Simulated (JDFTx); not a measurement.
An input for JDFTx 1.7.0 (patched build) (SiSe):

The input SiSe.in:

```
lattice \
    6.5105270276    -3.2552635138     0.0000000000 \
    0.0000000000     5.6382735916     0.0000000000 \
    0.0000000000     0.0000000000     6.5169194843
coords-type Lattice
ion Si     0.6666700000     0.3333300000     0.5000000000 1
ion Se     0.0000000000     0.0000000000     0.0000000000 1

ion-species pseudo/Si.upf
ion-species pseudo/Se.upf
elec-cutoff 46 368
elec-ex-corr gga-PBEsol
van-der-waals D3
kpoint-folding 6 6 5
elec-smearing Fermi 0.00091873305
elec-n-bands 16
electronic-SCF nIterations 60 energyDiffThreshold 1e-09
electronic-minimize nIterations 30 energyDiffThreshold 1e-7
elec-cutoff 20
converge-empty-states yes
forces-output-coords Cartesian

dump-name run.$VAR
dump End Ecomponents EigStats BandEigs Kpoints Forces Stress
```

Potentials or basis: Ansatz-NC-SR-r2SCAN with smoothed tails.

The run is started by

```bash
$ jdftx -c 1 -i SiSe.in -o SiSe.out
```

Problem. How does this run end?

Solution. The run stopped without a result. It printed:

Output:

```text
*************** JDFTx 1.7.0 (patched build) ***************

Encountered 1 errors while parsing input:

Command 'elec-cutoff' should not be issued more than once

Input parsing failed with 1 errors (run with -t for command syntax)

Failed.
```
